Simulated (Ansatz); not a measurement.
Write the native input for Ansatz 0.2.0 that does the following.

```
Task                : band structure
Functional          : RPBE
Potentials or basis : all-electron LAPW, scalar-relativistic
Cutoff              : 315 eV (chosen from the basis error)
Basis error allowed : 0.002 eV/atom
k mesh              : 6 × 6 × 4
Occupations         : fermi-dirac, width 0.05 eV
Spin                : collinear spin, ferromagnetic start
Starting moments    : [1.0, 1.0, 0.0, 0.6, 0.0] μB
```

The system is NiMoIrPdW.

```xyz
5
Lattice="4.1170 0.0000 0.0000 -2.0585 3.5655 0.0000 0.0000 0.0000 5.4458" Properties=species:S:1:pos:R:3 pbc="T T T"
Ni    0.0000    0.0000    5.2157
Mo    2.0585    1.1885    5.2367
Pd    2.0585    1.1885    2.5211
Ir    0.0000    2.3770    3.9521
W     0.0000    2.3770    1.2875
```

The cell was built by a generator and needn't be a form met in nature.

These files were run (other wordings do the same):

input.yaml

```yaml
crystal:
  lattice:
    - [4.11705, 0.0, 0.0]
    - [-2.05853, 3.56547, 0.0]
    - [0.0, 0.0, 5.4458]
  atoms:
    - { symbol: Ni, position: [0.0, 0.0, 0.95775], spin: 1.0 }
    - { symbol: Mo, position: [0.66667, 0.33333, 0.96161], spin: 1.0 }
    - { symbol: Pd, position: [0.66667, 0.33333, 0.46295] }
    - { symbol: Ir, position: [0.33333, 0.66667, 0.72572], spin: 0.6 }
    - { symbol: W, position: [0.33333, 0.66667, 0.23642] }
kpoints:
  mp_grid: { grid: [6, 6, 4] }
  band_path:
    path:
      - [0.0, 0.0, 0.0]
      - [0.5, 0.0, 0.0]
      - [0.3333333333, 0.3333333333, 0.0]
      - [0.0, 0.0, 0.0]
      - [0.0, 0.0, 0.5]
      - [0.5, 0.0, 0.5]
      - [0.3333333333, 0.3333333333, 0.5]
      - [0.0, 0.0, 0.5]
    npoints: 12
scf:
  occupations: { method: fermi_dirac, width: 0.05 }
hamiltonian:
  xc: rpbe
  pseudopotentials: { kind: all_electron, lapw: { basis_error: 0.002 } }
magnetization:
  spin_polarized: true
output:
  forces: true
  stress: true
  eigenvalues: true
```

Potentials or basis: all-electron LAPW, scalar-relativistic.

Command:

```console
$ ansatz run input.yaml --threads 8 --pin off --max-ram 24576MiB --backend cpu --events-out ev --progress --plain --runs-dir out
```

It gave:

```json
{
  "Pressure": "3.7 GPa",
  "Largest force": "0.196 eV/Å",
  "Band gap along the path": "none (metal or under the smearing width)",
  "Net moment": "0.00 μB per cell",
  "Absolute moment": "0.00 μB per cell"
}
```

Caveat: the k mesh is thin for a metal, which can move the energy by tens of meV per atom; spin-orbit coupling is left out, which moves the levels of the heavy elements; the starting moments weren't kept.

It took 56 s on 8 threads of Intel(R) Xeon(R) 6975P-C (Granite Rapids), with other jobs on the host, peak memory 1.6 GiB.
